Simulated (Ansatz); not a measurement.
NiMoIrPdW:

```
CELL_PARAMETERS angstrom
4.14670 0.00000 0.00000
-2.07335 3.59115 0.00000
0.00000 0.00000 5.41629
ATOMIC_POSITIONS crystal
Ni 0.00000 0.00000 0.02221
Mo 0.66667 0.33333 0.45996
Pd 0.33333 0.66667 0.74601
Ir 0.33333 0.66667 0.25641
W 0.66667 0.33333 0.99985
```

The cell was built by a generator and needn't be a form met in nature.

* Program: Ansatz 0.2.0
* Task: relaxation of cell and atoms
* Functional: BLYP
* Potentials or basis: Ansatz PAW
* Cutoff: 420 eV (not typed: the program's choice for these potentials)
* k mesh: 5 × 5 × 4
* Occupations: fermi-dirac, width 0.05 eV
* Spin: collinear spin, ferromagnetic start
* Starting moments: [1.0, 1.0, 0.0, 0.6, 0.0] μB

At the start: volume 16.13 Å³/atom.

Q: How do energy, volume and symmetry change on relaxing?

A: It ends after 7 steps and the volume is 16.96 Å³/atom (+5.2 %); space group P3m1 (No. 156, to 0.05 Å); moment 0.00 μB per cell.

Step by step:
| step | energy change (eV) | largest force (eV/Å) | volume (Å³) |
| --- | --- | --- | --- |
| 1 | 0.0000 | 0.3552 | 80.66 |
| 2 | -0.0433 | 0.3596 | 88.26 |
| 3 | -0.1216 | 0.0924 | 85.18 |
| 4 | -0.1240 | 0.0300 | 84.69 |
| 5 | -0.1243 | 0.0234 | 84.75 |
| 6 | -0.1245 | 0.0054 | 84.81 |
| 7 | -0.1257 | 0.0054 | 84.81 |

Final structure:
```yaml
crystal:
  lattice:
    - [4.20007, 0.00000, 0.00000]
    - [-2.10003, 3.63737, 0.00000]
    - [0.00000, 0.00000, 5.55146]
  atoms:
    - { symbol: Ni, position: [0.00000, 0.00000, 0.02705] }
    - { symbol: Mo, position: [0.66667, 0.33333, 0.44994] }
    - { symbol: Pd, position: [0.33333, 0.66667, 0.74551] }
    - { symbol: Ir, position: [0.33333, 0.66667, 0.26224] }
    - { symbol: W, position: [0.66667, 0.33333, 0.99970] }
```

Caveat: the plane-wave basis is chosen anew once the cell has moved, so the energies of steps on either side of that aren't comparable; the PAW data sets come from PBE, with cores solved anew for the run's functional, which leaves a small shift of forces and pressure; the starting moments weren't kept.
